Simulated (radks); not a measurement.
**Mo⁺ in [Kr] 4d5: an all-electron calculation**

What are the levels of the molybdenum ion Mo+, how large are its shells, and how does its energy divide?

Method: Dirac Kohn-Sham, PBE, spin-unpolarised, spherical densities, finite nucleus; open shells are shared between the two j in proportion to 2j + 1. Code: radks (a radial shooting solver on a logarithmic mesh, Libxc functionals) version 1.

**1. The atom as given**

| Item | Value |
| --- | --- |
| element | molybdenum (Z = 42) |
| charge | +1 |
| electrons | 41 |
| configuration | [Kr] 4d5 |
| nuclear rms radius | 4.4091 fm |

Outer shells as boxes (Hund's rule):

Mo⁺
```
[Kr] core
4d [↑ ][↑ ][↑ ][↑ ][↑ ]
```

**2. Self-consistent calculation**

Settings of this run:

```text
Z 42
configuration [Kr] 4d5
relativity Dirac
functional pbe,pbe
spin unpolarised
j_filling average
nucleus finite rms 4.4091 fm
c 137.035999084
```

Q: Predict the outcome of this run.

**Answer**, as computed:

```
                        quantity                   value
                    total energy     -4048.89177 hartree
exchange-correlation share of it                  3.05 %
                            −T/E                  1.0369
          highest occupied level       4d5/2, -10.329 eV
    most extended occupied level  4d5/2, <r> = 1.90 bohr
 radius at density 0.001 e/bohr³               4.01 bohr
    maxima of the radial density                       4
         ionisation energy, NIST     16.2 (semi-emp.) eV
```

4 principal shells are occupied and 4 maxima appear in the radial density. Relativity lifts −T/E to 1.037. The top level binds by 10.329 eV, 64 % of the NIST ionisation energy of 16.2 eV; the potential of a semilocal functional falls off too fast, so its top eigenvalue is too shallow. Spin polarisation and multiplet splitting are left out. Sharing an open shell by 2j + 1 raises it above the true ground level by a part of the spin-orbit splitting, which enters the differences from NIST.
